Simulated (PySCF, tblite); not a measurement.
# C₅H₁₀GeS+ (doublet): geometry, infrared bands and EPR parameters

Wanted: the infrared bands and EPR parameters of C₅H₁₀GeS+ (doublet) (`C#CC[CH2][GeH2][S+]C`), by calculation.

Programs: tblite 0.8.0 and PySCF 2.14.0, with density-fitted response routines of our own. Each step states its level of theory. These are calculated values for one molecule in the gas phase, unless marked as measured. Atoms are numbered from 0 throughout.

## 1. The starting structure

17 atoms, charge 1, multiplicity 2; geometry from: force field or distance geometry start.

Bonds of the start (Å): C0–C1 1.20, C1–C2 1.48, C2–C3 1.49, C3–Ge4 1.97, Ge4–S5 2.23, S5–C6 1.83, C0–H7 1.08, C2–H8 1.12, C2–H9 1.12, C3–H10 1.11, C3–H11 1.11, Ge4–H12 1.54, Ge4–H13 1.54, C6–H14 1.12, C6–H15 1.10, C6–H16 1.11.

## 2. Relaxing the molecule with GFN2-xTB

What the job is given:

```
{"job": {"kind": "relax", "xc": "GFN2-xTB", "basis": "xTB"}, "charge": 1, "multiplicity": 2}
C     -3.062300     0.363900     1.361500
C     -2.200300     0.651400     0.572500
C     -1.118400     1.003900    -0.367400
C     -0.580500    -0.252200    -0.969700
Ge     0.161500    -1.437500     0.422700
S      2.107400    -0.637600     1.155700
C      2.901800     0.407200    -0.116100
H     -3.843600     0.105000     2.058600
H     -0.334000     1.560500     0.199300
H     -1.559100     1.636100    -1.178900
H     -1.393600    -0.816400    -1.478300
H      0.231900     0.005300    -1.680900
H      0.359800    -2.829200    -0.213300
H     -0.803400    -1.614500     1.609700
H      2.244000     0.499300    -1.014700
H      3.858500    -0.069900    -0.359600
H      3.023200     1.436700     0.287700
```

Started as:

```console
OMP_NUM_THREADS=1 python probes_run.py task.json out
```

One launch serves the whole session: the jobs run in the order shown.

**Question.** This job is followed by: GFN2-xTB harmonic vibrations, gas phase; UKS B3LYP, def2-TZVP-core on Ge, pcH-1 on C H S, non-relativistic, mean-field spin-orbit, GIAO. Predict these results of the whole session: strongest single infrared mode (GFN2-xTB); zero-point energy (GFN2-xTB); g(iso) (B3LYP); ⟨S²⟩; largest a(iso) (averaged by class).

As calculated:

| quantity | value |
| --- | --- |
| strongest single infrared mode (GFN2-xTB) | 2216 cm⁻¹, 542 km/mol |
| zero-point energy (GFN2-xTB) | 77.1 kcal/mol |
| g(iso) (B3LYP) | 2.02865 |
| ⟨S²⟩ | 0.754 (exact 0.75) |
| largest a(iso) (averaged by class) | 1H on H12, H13, 56.8 MHz |

What this shows: The optimisation took 164 steps and gained 0.463 eV; among the close pairs (by a distance rule), C3–Ge4 changed most, from 1.973 to 2.022 Å. All 45 modes are real, so the xTB geometry is a minimum. The strongest single mode, at 2216 cm⁻¹, moves mainly C1 and C0. Unscaled tight-binding wavenumbers are off by several per cent, some by more. Its intensities can rank the bands wrongly. S5 carries the largest spin population, 0.68 e. The isotropic g lies 26.3 ppt above the free-electron value. The hyperfine terms hold no scalar relativity, which the heavier nuclei need. These values are for one conformer; the search (at its own cheap level) found 2 more, at 0.58, 1.48 kcal/mol, and measured spectra average over such forms.
